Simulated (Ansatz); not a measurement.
# AlOs: one contact scaled

Aim: change the length of one contact in AlOs (Al1–Os2) by moving its two atoms, all else held, and follow energy and force. The runs shown use PAW. Its runs: shortest bond scaled by 1 (PAW); shortest bond scaled by 1.1 (PAW); shortest bond scaled by 0.82 (PAW); shortest bond scaled by 0.7 (PAW); shortest bond scaled by 0.58 (PAW and PAW (level accurate)).

Method: DFT LDA, with the methods named in each step, in Ansatz 0.2.0.

## Step 1: The structure to begin with

The structure is cubic, space group Pm-3m (No. 221). The conventional cell has a = 2.998 Å, b = 2.998 Å, c = 2.998 Å, α = 90.00°, β = 90.00°, γ = 90.00°. Around Al (site symmetry m-3m) lie 8 Os at 2.60 Å. Os (site symmetry m-3m) has 8 Al at 2.60 Å in its first shell of neighbours.

Coordinates:

```xyz
2
Lattice="2.9979 0.0000 0.0000 0.0000 2.9979 0.0000 0.0000 0.0000 2.9979" Properties=species:S:1:pos:R:3 pbc="T T T"
Al    0.0000    0.0000    0.0000
Os    1.4990    1.4990    1.4990
```

Atoms are numbered in the order of the input: Al1, Os2.

## Step 2: Shortest bond scaled by 1, PAW

Contents of input.yaml:

```yaml
crystal:
  lattice:
    - [2.99791198, 0.0, 0.0]
    - [0.0, 2.99791198, 0.0]
    - [0.0, 0.0, 2.99791198]
  atoms:
    - { symbol: Al, position: [0.0, 0.0, 0.0] }
    - { symbol: Os, position: [0.5, 0.5, 0.5] }
kpoints:
  mp_grid: { grid: [10, 10, 10] }
scf:
  occupations: { method: fermi_dirac, width: 0.05 }
hamiltonian:
  xc: lda
  pseudopotentials: { kind: paw }
output:
  forces: true
  stress: true
  eigenvalues: true
  populations: true
  write_density: true
  write_potential: true
  elf: true
  volumetric_format: npy
```

The run is started by

```console
$ ansatz run input.yaml --threads 1 --pin off --max-ram 2048MiB --backend cpu --events-out ev --progress --plain --runs-dir out
```

## Step 3: Shortest bond scaled by 1.1, PAW

Contents of input.yaml:

```yaml
crystal:
  lattice:
    - [2.99791198, 0.0, 0.0]
    - [0.0, 2.99791198, 0.0]
    - [0.0, 0.0, 2.99791198]
  atoms:
    - { symbol: Al, position: [0.025, 0.025, 0.025] }
    - { symbol: Os, position: [0.475, 0.475, 0.475] }
kpoints:
  mp_grid: { grid: [10, 10, 10] }
scf:
  occupations: { method: fermi_dirac, width: 0.05 }
hamiltonian:
  xc: lda
  pseudopotentials: { kind: paw }
output:
  forces: true
  stress: true
  eigenvalues: true
  populations: true
```

## Step 4: Shortest bond scaled by 0.82, PAW

Edit input.yaml of step 3 so:

```diff
@@ -6,4 +6,4 @@
   atoms:
-    - { symbol: Al, position: [0.025, 0.025, 0.025] }
-    - { symbol: Os, position: [0.475, 0.475, 0.475] }
+    - { symbol: Al, position: [-0.045, -0.045, -0.045] }
+    - { symbol: Os, position: [0.545, 0.545, 0.545] }
 kpoints:
```

## Step 5: Shortest bond scaled by 0.7, PAW

Edit input.yaml of step 4 so:

```diff
@@ -6,4 +6,4 @@
   atoms:
-    - { symbol: Al, position: [-0.045, -0.045, -0.045] }
-    - { symbol: Os, position: [0.545, 0.545, 0.545] }
+    - { symbol: Al, position: [-0.075, -0.075, -0.075] }
+    - { symbol: Os, position: [0.575, 0.575, 0.575] }
 kpoints:
```

## Step 6: Shortest bond scaled by 0.58, PAW

Edit input.yaml of step 5 so:

```diff
@@ -6,4 +6,4 @@
   atoms:
-    - { symbol: Al, position: [-0.075, -0.075, -0.075] }
-    - { symbol: Os, position: [0.575, 0.575, 0.575] }
+    - { symbol: Al, position: [-0.105, -0.105, -0.105] }
+    - { symbol: Os, position: [0.605, 0.605, 0.605] }
 kpoints:
```

## Step 7: Shortest bond scaled by 0.58, PAW (level accurate)

Edit input.yaml of step 6 so:

```diff
@@ -14,3 +14,3 @@
   xc: lda
-  pseudopotentials: { kind: paw }
+  pseudopotentials: { kind: paw, level: accurate }
 output:
@@ -19,2 +19,5 @@
   eigenvalues: true
-  populations: true
+  write_density: true
+  write_potential: true
+  elf: true
+  volumetric_format: npy
```

(Steps that only read results are left out.)

Before running it: what results should come out?

**Answer**, as computed:

| quantity | value |
| --- | --- |
| force along the bond, positive apart, at 1.506 Å (PAW) | 61.85 eV/Å |
| force along the bond, positive apart, at 1.506 Å (PAW (level accurate)) | 60.88 eV/Å |
| length at zero force (straight line) | 2.60 Å |

What this shows: At 1.51 Å the force along the bond is 61.85 eV/Å by PAW, and the energy stands 16.52 eV over the given length. A straight line between 2.13 and 2.60 Å puts zero force near 2.60 Å, a rough figure over so wide a step. There symmetry makes it vanish whatever the lattice constant, so this is no computed equilibrium length. With two atoms in the cell whole sublattices move, so the other contacts between the two sublattices change too; at scales over 1 some of them become the shortest. Spin-orbit coupling is left out, though the cell holds Os; in elements this heavy it can shift bands and gaps by tenths of an eV.
